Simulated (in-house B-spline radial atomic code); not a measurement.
**Sc⁹⁺: ionisation energy by several methods**

One table from this session's results is given with a row withheld; the runs are named, their logs left out.

Program: in-house B-spline radial atomic code version 1. Level of theory: non-relativistic, several functionals, spin-polarised; spherical all-electron atom at the radial basis limit. These are calculated values, not measurements, unless marked.

## Starting point

| Property | Result |
| --- | --- |
| element | scandium (Z = 21) |
| charge | +9 |
| electrons | 12 |
| configuration | [Ne] 3s2 |
| nucleus | point |

The outer shells:

[Ne] 3s2
```
[Ne] core
3s [↑↓]
```

Where spins are not typed, each open shell is filled with up spins first.

Set-up of the first run:

The run's settings:

```ini
Z = 21
electrons = 12.0
configuration = [Ne] 3s2
hamiltonian = nr
method = b97_1
spin_polarised = True
```

Steps of the session up to this table: B97-1; BP86; M06-L; AM05; PBEsol; PBE; RPBE; r2SCAN; PW91; BLYP.

One of the session's tables, all rows but one given; the rest of the session is left out.

| method | ΔSCF (eV) |
| --- | --- |
| BP86 | 224.19 |
| AM05 | 223.56 |
| PBEsol | 223.79 |
| PBE | 224.26 |
| RPBE | 224.12 |
| PW91 | 224.42 |
| BLYP | 224.29 |
| M06-L | ? |
| r2SCAN | 222.78 |
| B97-1 | 224.29 |

**Question.** Estimate the row for M06-L.

The run gave: ΔSCF (eV): 223.49. In the column «ΔSCF (eV)» it lies between r2SCAN (222.78) and AM05 (223.56).

Caveats from the session: Meta-GGA runs start from a PBE run whose iterations are not counted.
